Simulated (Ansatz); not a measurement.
# CdSn2: one candidate structure, part 2 of 2

Where does CdSn2 go from the start given, fluorite type (Fm-3m, No. 225)?

Ansatz 0.2.0; DFT PBE, scalar-relativistic, plane waves, PAW.

### Step 4. Relaxing cell and atoms (candidate A)

Input file input.yaml:

```yaml
crystal:
  lattice:
    - [0.0, 3.5144007835, 3.5144007835]
    - [3.5144007835, 0.0, 3.5144007835]
    - [3.5144007835, 3.5144007835, 0.0]
  atoms:
    - { symbol: Cd, position: [0.0, 0.0, 0.0] }
    - { symbol: Sn, position: [0.25, 0.25, 0.25] }
    - { symbol: Sn, position: [0.75, 0.75, 0.75] }
basis:
  ecutwfc: 420
kpoints:
  mp_grid: { grid: [12, 12, 12] }
hamiltonian:
  xc: pbe
scf:
  occupations: { method: gaussian, width: 0.1 }
output:
  forces: true
  stress: true
  eigenvalues: true
relax:
  adjacent_minimum: "off"
  f_tol: 0.01
  max_steps: 80
  cell: { stress_tol: 0.05 }
```

On the command line:

```console
> ansatz run input.yaml --threads 1 --pin off --max-ram 2560MiB --backend cpu --events-out ev --progress --plain --runs-dir out
```

What it wrote:

```text
Warning: RAYON_NUM_THREADS=1 ignored (pool sized by the plan → 1); use --threads N
Engine: ansatz 0.2.0, aarch64-unknown-linux-gnu
Pseudopotentials: kind: paw
Pseudopotential: Cd, paw, valence charge 20, recommended cutoff 420 eV (normal), Cd.paw.azcp
Pseudopotential: Sn, paw, valence charge 14, recommended cutoff 420 eV (normal), Sn.paw.azcp
Functional definition: PBE
  parameter kappa = 0.804
  parameter beta = 0.06672455060314922
  exchange = pbe_x(kappa = kappa, mu = beta*pi^2/3)
  correlation = pbe_c(beta = beta)
Crystal: 3 atoms, lattice volume = 86.813 Å³
Basis set: ecut = 420 eV, 1687 PW (Γ), exchange–correlation on 72×72×72 points (8 copies of the dense FFT grid, shifted against one another)
Bands: 29, of which v1, the nominal top of the filled ones, is band 24 counted from 1 (23 counted from 0)
Symmetry: 48 space group operations
Space group: Fm-3m (ITA 225), of the structure as read, at distance tolerance 4.4e-5 Å
k-points: 72 of 1728
Non-local potential: Cd, projectors of the file, l = 0: 3, l = 1: 2, l = 2: 2, l = 3: 1
Non-local potential: Sn, projectors of the file, l = 0: 2, l = 1: 2, l = 2: 2, l = 3: 2
PAW form: soft (Blöchl's): semilocal exchange-correlation on the pseudo side does not see the compensation charge
PAW one-centre angular grid: Cd, 590 points (default); XC on 64 Gauss nodes
PAW one-centre angular grid: Sn, 590 points (default); XC on 64 Gauss nodes
Initial density: superposition of atomic densities (neutral atoms: chi_scale 0, normalization atom), corrected by the library's trained network
Initial wavefunctions: pseudopotential atomic-orbital guess
Functional: x = pbe(κ = 0.804, μ = 0.2195149727645171), c = pbe(β = 0.06672455060314922)
SCF iter   1: F=—  HF=-20302.578750 eV  |F-HF|=—  |Δ(HF+E_count)|=         —  Δρ=6.73e-4  dr2=4.15e-4  ethr=1.77e-3  ⟨swp⟩=6.4  Hψ=8792  notcnv=0
preconditioner: auto → LDOS  [metal: Δε(μ)=0.025 eV  Ē_g=17.069 eV  σ=0.100 eV  W_gap=0.14  n_scr=14 (ndim 8)  ℏωp=25.2 eV  f_vac=0.054  D(μ)=1.72/eV (n_scr^D=14)  β→1.0]
SCF iter   2: F=—  HF=-20302.579112 eV  |F-HF|=—  |Δ(HF+E_count)|=   3.63e-4  Δρ=3.50e-4  dr2=1.20e-4  ethr=8.64e-7  ⟨swp⟩=3.2  Hψ=5017  notcnv=0
SCF iter   3: F=—  HF=-20302.579121 eV  |F-HF|=—  |Δ(HF+E_count)|=   9.05e-6  Δρ=2.13e-4  dr2=3.35e-5  ethr=2.50e-7  ⟨swp⟩=2.0  Hψ=3753  notcnv=0
SCF iter   4: F=—  HF=-20302.579119 eV  |F-HF|=—  |Δ(HF+E_count)|=   2.39e-6  Δρ=8.02e-5  dr2=3.47e-6  ethr=6.97e-8  ⟨swp⟩=2.0  Hψ=3727  notcnv=0
SCF iter   5: F=—  HF=-20302.579120 eV  |F-HF|=—  |Δ(HF+E_count)|=   7.10e-7  Δρ=2.37e-5  dr2=8.21e-7  ethr=7.23e-9  ⟨swp⟩=2.0  Hψ=3697  notcnv=0
SCF iter   6: F=—  HF=-20302.579120 eV  |F-HF|=—  |Δ(HF+E_count)|=   1.71e-7  Δρ=9.78e-6  dr2=1.57e-7  ethr=1.71e-9  ⟨swp⟩=2.2  Hψ=3345  notcnv=0
SCF iter   7: F=-20302.579120 eV  HF=-20302.579120 eV  |F-HF|=1.65e-9  |Δ(HF+E_count)|=   4.50e-8  Δρ=1.86e-6  dr2=4.06e-9  ethr=2.08e-10  ⟨swp⟩=7.6  Hψ=8164  notcnv=0
SCF 1 converged in 7 iterations: F = -20302.579120 eV  dr2 = 4.06e-9
relax step   1: F+E_penalty+E_count = -20302.57911979 eV  Δ(F+E_penalty+E_count) = +0.000e0 eV  max|allowed force component| = 1.619e-17 eV/Å  Δτ_max = 0.0000 Å  P = +0.718 GPa  Ω = 86.813 Å³  (7 SCF iters, dr2 threshold 1.00e-7 eV, accepted)
Crystal: 3 atoms, lattice volume = 88.515 Å³
Basis set: ecut = 420 eV, 1759 PW (Γ), exchange–correlation on 72×72×72 points (8 copies of the dense FFT grid, shifted against one another)
Initial density: handed on by an earlier stage of this run
Initial wavefunctions: those handed on with the density
iter 1 solved again at ethr=6.38e-7 eV; its pass at ethr=3.10e-3 eV (dr2=3.06e-4 eV) is discarded
SCF iter   1: F=—  HF=-20302.581822 eV  |F-HF|=—  |Δ(HF+E_count)|=         —  Δρ=5.24e-4  dr2=2.76e-4  ethr=6.38e-7  ⟨swp⟩=3.0  Hψ=11868  notcnv=0
preconditioner: auto → LDOS  [metal: Δε(μ)=0.026 eV  Ē_g=17.013 eV  σ=0.100 eV  W_gap=0.14  n_scr=14 (ndim 8)  ℏωp=25.0 eV  f_vac=0.059  D(μ)=1.74/eV (n_scr^D=14)  β→1.0]
SCF iter   2: F=—  HF=-20302.581827 eV  |F-HF|=—  |Δ(HF+E_count)|=   5.05e-6  Δρ=5.29e-4  dr2=1.76e-4  ethr=5.75e-7  ⟨swp⟩=2.0  Hψ=3817  notcnv=0
SCF iter   3: F=—  HF=-20302.581776 eV  |F-HF|=—  |Δ(HF+E_count)|=   5.09e-5  Δρ=1.28e-4  dr2=1.41e-5  ethr=3.67e-7  ⟨swp⟩=2.0  Hψ=3717  notcnv=0
SCF iter   4: F=—  HF=-20302.581775 eV  |F-HF|=—  |Δ(HF+E_count)|=   1.18e-6  Δρ=1.89e-5  dr2=5.38e-7  ethr=2.94e-8  ⟨swp⟩=2.1  Hψ=3494  notcnv=0
SCF iter   5: F=-20302.581775 eV  HF=-20302.581775 eV  |F-HF|=5.62e-8  |Δ(HF+E_count)|=   1.78e-7  Δρ=8.37e-6  dr2=6.37e-8  ethr=6.25e-10  ⟨swp⟩=5.7  Hψ=8163  notcnv=0
SCF 2 converged in 5 iterations: F = -20302.581775 eV  dr2 = 6.37e-8
relax step   2: F+E_penalty+E_count = -20302.58177509 eV  Δ(F+E_penalty+E_count) = -2.655e-3 eV  max|allowed force component| = 4.472e-17 eV/Å  Δτ_max = 0.0000 Å  P = -0.137 GPa  Ω = 88.515 Å³  energy of the carried Pulay correction = -3.429e-4 eV  (5 SCF iters, dr2 threshold 3.00e-7 eV, accepted)
Crystal: 3 atoms, lattice volume = 88.238 Å³
iter 1 solved again at ethr=1.69e-8 eV; its pass at ethr=3.10e-3 eV (dr2=8.09e-6 eV) is discarded
SCF iter   1: F=—  HF=-20302.581952 eV  |F-HF|=—  |Δ(HF+E_count)|=         —  Δρ=8.19e-5  dr2=6.62e-6  ethr=1.69e-8  ⟨swp⟩=3.0  Hψ=10943  notcnv=0
preconditioner: auto → LDOS  [metal: Δε(μ)=0.025 eV  Ē_g=17.016 eV  σ=0.100 eV  W_gap=0.14  n_scr=14 (ndim 8)  ℏωp=25.0 eV  f_vac=0.058  D(μ)=1.74/eV (n_scr^D=14)  β→1.0]
SCF iter   2: F=—  HF=-20302.581954 eV  |F-HF|=—  |Δ(HF+E_count)|=   1.54e-6  Δρ=8.33e-5  dr2=4.30e-6  ethr=1.38e-8  ⟨swp⟩=2.0  Hψ=3817  notcnv=0
SCF iter   3: F=—  HF=-20302.581953 eV  |F-HF|=—  |Δ(HF+E_count)|=   1.30e-6  Δρ=1.88e-5  dr2=3.04e-7  ethr=8.96e-9  ⟨swp⟩=2.0  Hψ=3718  notcnv=0
SCF iter   4: F=-20302.581953 eV  HF=-20302.581953 eV  |F-HF|=8.48e-10  |Δ(HF+E_count)|=   2.43e-8  Δρ=3.21e-6  dr2=1.28e-8  ethr=9.72e-11  ⟨swp⟩=3.5  Hψ=9422  notcnv=0
SCF 3 converged in 4 iterations: F = -20302.581953 eV  dr2 = 1.28e-8
relax step   3: F+E_penalty+E_count = -20302.58195270 eV  Δ(F+E_penalty+E_count) = -1.776e-4 eV  max|allowed force component| = 5.937e-17 eV/Å  Δτ_max = 0.0000 Å  P = -0.005 GPa  Ω = 88.238 Å³  energy of the carried Pulay correction = -2.876e-4 eV  (4 SCF iters, dr2 threshold 4.67e-8 eV, accepted)
Initial wavefunctions: pseudopotential atomic-orbital guess (no wavefunctions were taken with the density)
iter 1 solved again at ethr=9.40e-8 eV; its pass at ethr=3.10e-3 eV (dr2=4.51e-5 eV) is discarded
SCF iter   1: F=—  HF=-20302.582230 eV  |F-HF|=—  |Δ(HF+E_count)|=         —  Δρ=2.52e-5  dr2=1.07e-7  ethr=9.40e-8  ⟨swp⟩=3.6  Hψ=14113  notcnv=0
preconditioner: auto → LDOS  [metal: Δε(μ)=0.025 eV  Ē_g=17.017 eV  σ=0.100 eV  W_gap=0.14  n_scr=14 (ndim 8)  ℏωp=25.0 eV  f_vac=0.058  D(μ)=1.74/eV (n_scr^D=14)  β→1.0]
SCF iter   2: F=—  HF=-20302.582232 eV  |F-HF|=—  |Δ(HF+E_count)|=   2.73e-6  Δρ=1.17e-5  dr2=7.58e-8  ethr=2.24e-10  ⟨swp⟩=2.1  Hψ=3824  notcnv=0
SCF iter   3: F=—  HF=-20302.582232 eV  |F-HF|=—  |Δ(HF+E_count)|=   3.06e-8  Δρ=4.08e-6  dr2=9.74e-9  ethr=1.58e-10  ⟨swp⟩=2.0  Hψ=3815  notcnv=0
SCF iter   4: F=—  HF=-20302.582232 eV  |F-HF|=—  |Δ(HF+E_count)|=   2.61e-9  Δρ=6.60e-7  dr2=3.95e-10  ethr=2.03e-11  ⟨swp⟩=2.0  Hψ=3452  notcnv=0
SCF iter   5: F=—  HF=-20302.582232 eV  |F-HF|=—  |Δ(HF+E_count)|=  7.28e-12  Δρ=2.33e-7  dr2=6.25e-11  ethr=1.00e-12  ⟨swp⟩=2.0  Hψ=3526  notcnv=0
SCF iter   6: F=-20302.582232 eV  HF=-20302.582232 eV  |F-HF|=1.09e-11  |Δ(HF+E_count)|=  7.28e-12  Δρ=2.81e-8  dr2=9.48e-13  ethr=1.00e-12  ⟨swp⟩=6.1  Hψ=8882  notcnv=0
SCF 4 converged in 6 iterations: F = -20302.582232 eV  dr2 = 9.48e-13
relax step   4: F+E_penalty+E_count = -20302.58223220 eV  Δ(F+E_penalty+E_count) = -2.795e-4 eV  max|allowed force component| = 5.937e-17 eV/Å  Δτ_max = 0.0000 Å  P = -0.005 GPa  Ω = 88.238 Å³  stress off target by 5.42e-3 GPa  SCF on the basis re-selected at this cell (its energy is not comparable with the rows above)  (6 SCF iters)
basis re-selected at this cell: Δ(F+E_penalty+E_count) = -2.795e-4 eV, ΔP = -0.001 GPa vs the last step (what re-selecting the basis moved, of the pressure what is left beyond the Pulay correction that the steps carried, after the strain that the cell walked since its last selection, with what the two solves' SCF thresholds leave and, on support functions, any second-order correction that the steps lacked; it is no measure of the basis error at this ecutwfc). This SCF's stress stands 5.42e-3 GPa from its target on what of the cell is left free (relax.cell.stress_tol is 5.00e-2 GPa) and its largest allowed force component is 5.94e-17 eV/Å (relax.f_tol is 1.00e-2 eV/Å): within both
SCF converged after 6 iterations
Free energy (F): -20302.582232 eV
Harris-Foulkes:  -20302.582232 eV  (|F-HF|=1.09e-11)
Internal energy: -20302.573518 eV  (E = F + TS)
E sigma→0 (E₀):  -20302.577875 eV
Entropy (-TS):   -0.008714 eV (-2.905 meV/atom)
Fermi energy:    9.698241 eV
--- Per-component energies (eV) ---
  E_band       = -684.624874
  E_kinetic    = 875.509481
  E_local      = -5733.456284  (includes V_loc(G=0)·N_el)
  E_nonlocal   = -33.483312
  E_hartree    = 2932.099478
  E_xc         = -942.061949
  E_vxc        = -413.675456  (∫ρ·V_xc dr)
  E_paw        = -12351.513140  (= ΣΔE_a)
  E_vpaw       = -1243.718218  (= ΣTr[D̂ρ^β])
  E_aug_tail   = 0.000013  (compensation charges beyond the density's cutoff)
  E_ewald      = -5049.667804
  E_smearing   = -0.008714  (= −TS)
  E_closure    = -0.000000  (closes the sum)
  Σ components = -20302.582232   (vs F -20302.582232, Δ=0.00e0)
--- Forces (eV/Å), atoms counted from 1 ---
  atom   1  Cd    -0.00000000     0.00000000     0.00000000
  atom   2  Sn    -0.00000000     0.00000000    -0.00000000
  atom   3  Sn     0.00000000    -0.00000000     0.00000000
  max |Σ_I F_I| component: 9.25e-18 eV/Å
--- Stress (GPa, compression-positive) ---
       -0.005424      -0.000000       0.000000
       -0.000000      -0.005424      -0.000000
        0.000000      -0.000000      -0.005424
  P = ⅓ Tr σ = -0.0054 GPa (-0.054 kbar)
--- Band table (eV; the first three rows and the last of 72) ---
  k-point 0: bands = ["-93.2552", "-54.3038", "-54.3038", "-54.3038", "-11.8422", "-11.8422", "-11.8065", "-11.8065", "-11.8065", "-11.7496", "-11.7496", "-11.7496", "-11.6967", "-11.6967", "-0.2249", "0.7045", "0.7045", "0.7045", "0.8926", "0.8926", "5.6331", "9.4731", "9.4731", "9.4731", "11.1345", "11.1345", "11.1345", "11.6082", "13.3462"]
  k-point 1: bands = ["-93.2552", "-54.3038", "-54.3038", "-54.3038", "-11.8398", "-11.8398", "-11.8058", "-11.8055", "-11.8055", "-11.7505", "-11.7505", "-11.7503", "-11.6992", "-11.6992", "-0.1642", "0.6942", "0.7085", "0.7085", "0.8918", "0.8918", "5.5161", "9.1841", "9.3996", "9.3996", "10.6842", "11.1341", "11.1341", "12.5111", "13.3441"]
  k-point 2: bands = ["-93.2552", "-54.3038", "-54.3038", "-54.3038", "-11.8326", "-11.8326", "-11.8034", "-11.8024", "-11.8024", "-11.7531", "-11.7531", "-11.7527", "-11.7066", "-11.7066", "0.0100", "0.6751", "0.7189", "0.7189", "0.8902", "0.8902", "5.1428", "8.6304", "9.2358", "9.2358", "10.4903", "11.0354", "11.0354", "12.9952", "13.5133"]
  k-point 71: bands = ["-93.2552", "-54.3038", "-54.3038", "-54.3038", "-11.8091", "-11.8091", "-11.7971", "-11.7922", "-11.7755", "-11.7755", "-11.7627", "-11.7585", "-11.7308", "-11.7308", "0.5705", "0.5705", "0.8132", "0.8523", "0.8867", "2.8715", "2.8715", "4.5957", "6.3653", "9.9809", "9.9809", "12.4451", "13.6377", "14.5440", "14.7534"]
--- Relaxed structure (3 steps of the walk, 3 accepted, 1 SCFs on fresh bases) ---
  F+E_penalty+E_count = -20302.58223220 eV   max|allowed force component| = 5.937e-17 eV/Å   (the final SCF, on the basis selected at the relaxed cell)
  cell:  # Å, volume = 88.2382 Å³
    - [-1.0891357720314322e-33, 3.5335307219605827, 3.5335307219605827]
    - [3.5335307219605827, -4.203681927138862e-34, 3.5335307219605827]
    - [3.5335307219605827, 3.5335307219605827, 1.9744566627470413e-34]
  atoms:
    - { symbol: Cd, position: [-4.852179864058079e-36, -1.798160773150937e-35, -1.7030199915027394e-35] }
    - { symbol: Sn, position: [0.25, 0.25, 0.25] }
    - { symbol: Sn, position: [0.7499999999999999, 0.7499999999999999, 0.7499999999999999] }
```

Wall time 37 s (1 thread of Arm Neoverse V2, shared host); peak memory 0.46 GiB.

The steps of the relaxation:

| step | E - E(step 1) (eV/cell) | largest force component (eV/Å) | pressure (GPa) | volume (Å³) |
| --- | --- | --- | --- | --- |
| 1 | 0.0000 | 0.0000 | 0.72 | 86.81 |
| 2 | -0.0027 | 0.0000 | -0.14 | 88.51 |
| 3 | -0.0028 | 0.0000 | 0.00 | 88.24 |
| 4 | -0.0031 | 0.0000 | -0.01 | 88.24 |

Step 1 is the start. Step 4 repeats the geometry before it on a plane-wave basis chosen anew for that cell, so its energy need not be comparable with the rows above.

Lengths and angles in the start's conventional setting:

|  | before | after | change |
| --- | --- | --- | --- |
| a (Å) | 7.029 | 7.067 | +0.5 % |
| b (Å) | 7.029 | 7.067 | +0.5 % |
| c (Å) | 7.029 | 7.067 | +0.5 % |
| volume (Å³/atom) | 28.94 | 29.41 | +1.6 % |
| shortest distance (Å) | 3.044 | 3.060 | +0.5 % |
| space group (0.01 Å) | Fm-3m | Fm-3m | same |

Forces and stress were held to the start's 48 operations: a distortion of lower symmetry was not tested.

### Step 5. Changing settings: ecutwfc 700 eV

Input file input.yaml:

```yaml
crystal:
  lattice:
    - [0.0, 3.533530722, 3.533530722]
    - [3.533530722, 0.0, 3.533530722]
    - [3.533530722, 3.533530722, 0.0]
  atoms:
    - { symbol: Cd, position: [0.0, 0.0, 0.0] }
    - { symbol: Sn, position: [0.25, 0.25, 0.25] }
    - { symbol: Sn, position: [0.75, 0.75, 0.75] }
basis:
  ecutwfc: "700 eV"
kpoints:
  mp_grid: { grid: [12, 12, 12] }
hamiltonian:
  xc: pbe
scf:
  occupations: { method: gaussian, width: 0.1 }
output:
  forces: true
  eigenvalues: true
  stress: true
```

On the command line:

```console
> ansatz run input.yaml --threads 1 --pin off --max-ram 2560MiB --backend cpu --events-out ev --progress --plain --runs-dir out
```

What it wrote:

```text
Warning: RAYON_NUM_THREADS=1 ignored (pool sized by the plan → 1); use --threads N
[... 9 set-up lines as earlier in the session ...]
Crystal: 3 atoms, lattice volume = 88.238 Å³
Basis set: ecut = 700 eV, 3719 PW (Γ), exchange–correlation on 90×90×90 points (8 copies of the dense FFT grid, shifted against one another)
Bands: 29, of which v1, the nominal top of the filled ones, is band 24 counted from 1 (23 counted from 0)
[... 1 set-up line as earlier in the session ...]
Space group: Fm-3m (ITA 225), of the structure as read, at distance tolerance 4.5e-5 Å
k-points: 72 of 1728
[... 8 set-up lines as earlier in the session ...]
SCF iter   1: F=—  HF=-20302.585702 eV  |F-HF|=—  |Δ(HF+E_count)|=         —  Δρ=8.05e-4  dr2=4.35e-4  ethr=1.77e-3  ⟨swp⟩=6.6  Hψ=9112  notcnv=0
preconditioner: auto → LDOS  [metal: Δε(μ)=0.023 eV  Ē_g=17.010 eV  σ=0.100 eV  W_gap=0.13  n_scr=14 (ndim 8)  ℏωp=25.0 eV  f_vac=0.056  D(μ)=1.75/eV (n_scr^D=14)  β→1.0]
SCF iter   2: F=—  HF=-20302.585959 eV  |F-HF|=—  |Δ(HF+E_count)|=   2.56e-4  Δρ=5.19e-4  dr2=2.18e-4  ethr=9.07e-7  ⟨swp⟩=3.0  Hψ=5012  notcnv=0
SCF iter   3: F=—  HF=-20302.585933 eV  |F-HF|=—  |Δ(HF+E_count)|=   2.60e-5  Δρ=2.20e-4  dr2=4.17e-5  ethr=4.55e-7  ⟨swp⟩=2.0  Hψ=3770  notcnv=0
SCF iter   4: F=—  HF=-20302.585917 eV  |F-HF|=—  |Δ(HF+E_count)|=   1.57e-5  Δρ=9.70e-5  dr2=5.22e-6  ethr=8.69e-8  ⟨swp⟩=2.0  Hψ=3771  notcnv=0
SCF iter   5: F=—  HF=-20302.585917 eV  |F-HF|=—  |Δ(HF+E_count)|=   1.97e-7  Δρ=2.02e-5  dr2=6.06e-7  ethr=1.09e-8  ⟨swp⟩=2.0  Hψ=3691  notcnv=0
SCF iter   6: F=—  HF=-20302.585917 eV  |F-HF|=—  |Δ(HF+E_count)|=   1.48e-7  Δρ=9.78e-6  dr2=1.25e-7  ethr=1.26e-9  ⟨swp⟩=2.0  Hψ=3484  notcnv=0
SCF iter   7: F=-20302.585917 eV  HF=-20302.585917 eV  |F-HF|=1.86e-9  |Δ(HF+E_count)|=   1.64e-8  Δρ=1.75e-6  dr2=4.03e-9  ethr=2.08e-10  ⟨swp⟩=7.8  Hψ=8433  notcnv=0
SCF 1 converged in 7 iterations: F = -20302.585917 eV  dr2 = 4.03e-9
SCF converged after 7 iterations
Free energy (F): -20302.585917 eV
Harris-Foulkes:  -20302.585917 eV  (|F-HF|=1.86e-9)
Internal energy: -20302.577204 eV  (E = F + TS)
E sigma→0 (E₀):  -20302.581560 eV
Entropy (-TS):   -0.008713 eV (-2.904 meV/atom)
Fermi energy:    9.697960 eV
--- Per-component energies (eV) ---
  E_band       = -684.676955
  E_kinetic    = 875.715137
  E_local      = -5733.505393  (includes V_loc(G=0)·N_el)
  E_nonlocal   = -33.631297
  E_hartree    = 2932.126114
  E_xc         = -942.099120
  E_vxc        = -413.721281  (∫ρ·V_xc dr)
  E_paw        = -12351.514842  (= ΣΔE_a)
  E_vpaw       = -1243.784663  (= ΣTr[D̂ρ^β])
  E_aug_tail   = 0.000001  (compensation charges beyond the density's cutoff)
  E_ewald      = -5049.667804
  E_smearing   = -0.008713  (= −TS)
  E_closure    = 0.000000  (closes the sum)
  Σ components = -20302.585917   (vs F -20302.585917, Δ=0.00e0)
--- Forces (eV/Å), atoms counted from 1 ---
  atom   1  Cd    -0.00000000     0.00000000    -0.00000000
  atom   2  Sn     0.00000000     0.00000000     0.00000000
  atom   3  Sn    -0.00000000     0.00000000    -0.00000000
  max |Σ_I F_I| component: 3.24e-17 eV/Å
--- Stress (GPa, compression-positive) ---
       -0.005803       0.000000       0.000000
        0.000000      -0.005803      -0.000000
       -0.000000       0.000000      -0.005803
  P = ⅓ Tr σ = -0.0058 GPa (-0.058 kbar)
--- Band table (eV; the first three rows and the last of 72) ---
  k-point 0: bands = ["-93.2599", "-54.3067", "-54.3067", "-54.3067", "-11.8431", "-11.8431", "-11.8074", "-11.8074", "-11.8074", "-11.7505", "-11.7505", "-11.7505", "-11.6976", "-11.6976", "-0.2249", "0.7040", "0.7040", "0.7040", "0.8920", "0.8920", "5.6332", "9.4727", "9.4727", "9.4727", "11.1339", "11.1339", "11.1339", "11.6081", "13.3458"]
  k-point 1: bands = ["-93.2599", "-54.3067", "-54.3067", "-54.3067", "-11.8407", "-11.8407", "-11.8066", "-11.8064", "-11.8064", "-11.7513", "-11.7513", "-11.7512", "-11.7001", "-11.7001", "-0.1643", "0.6936", "0.7079", "0.7079", "0.8912", "0.8912", "5.5162", "9.1838", "9.3992", "9.3992", "10.6839", "11.1335", "11.1335", "12.5106", "13.3437"]
  k-point 2: bands = ["-93.2599", "-54.3067", "-54.3067", "-54.3067", "-11.8335", "-11.8335", "-11.8043", "-11.8033", "-11.8033", "-11.7540", "-11.7540", "-11.7536", "-11.7075", "-11.7075", "0.0100", "0.6745", "0.7183", "0.7183", "0.8895", "0.8895", "5.1427", "8.6302", "9.2354", "9.2354", "10.4901", "11.0348", "11.0348", "12.9947", "13.5129"]
  k-point 71: bands = ["-93.2599", "-54.3067", "-54.3067", "-54.3067", "-11.8099", "-11.8099", "-11.7980", "-11.7930", "-11.7764", "-11.7764", "-11.7636", "-11.7594", "-11.7317", "-11.7317", "0.5699", "0.5699", "0.8125", "0.8517", "0.8861", "2.8713", "2.8713", "4.5957", "6.3651", "9.9806", "9.9806", "12.4449", "13.6371", "14.5435", "14.7529"]
```

It took 16 s on 1 thread of Arm Neoverse V2, shared host; peak memory 0.59 GiB.

```
    run     ending  energy change  pressure (GPa)  gap (eV)  force (eV/Å)  cycles  time
 step 4  converged              0             0.0      0.00          0.00       -  37 s
variant  converged  -1.2 meV/atom             0.0      0.00          0.00       7  16 s
```

Changing the cutoff moves the energy by -1.2 meV/atom. More plane waves (700 against 420 eV) lower the energy, so the reference carries about that much basis error.

### Step 6. What came out

What follows sums up all 2 parts.

Formation energies count from the elements, computed with the same settings in runs not shown here.

Rows marked E are candidates relaxed earlier by the same steps.

| candidate | start | space group at the end | atoms | volume (Å³/atom) | energy above the lowest (meV/atom) | gap on the mesh (eV) | formation energy (eV/atom) |
| --- | --- | --- | --- | --- | --- | --- | --- |
| E1 | AlB2 type (P6/mmm, No. 191) | P6/mmm | 3 | 26.87 | 0.0 | 0.00 | +0.079 |
| A | fluorite type (Fm-3m, No. 225) | Fm-3m | 3 | 29.41 | 21.1 | 0.00 | +0.100 |

In words: The lowest is E1, in P6/mmm; A follows 21 meV/atom higher. Other structures, not tried here, may lie lower. The lowest formation energy here, +0.08 eV/atom, is positive, so the elements lie lower than the structures tried; another structure of the compound can lie lower.
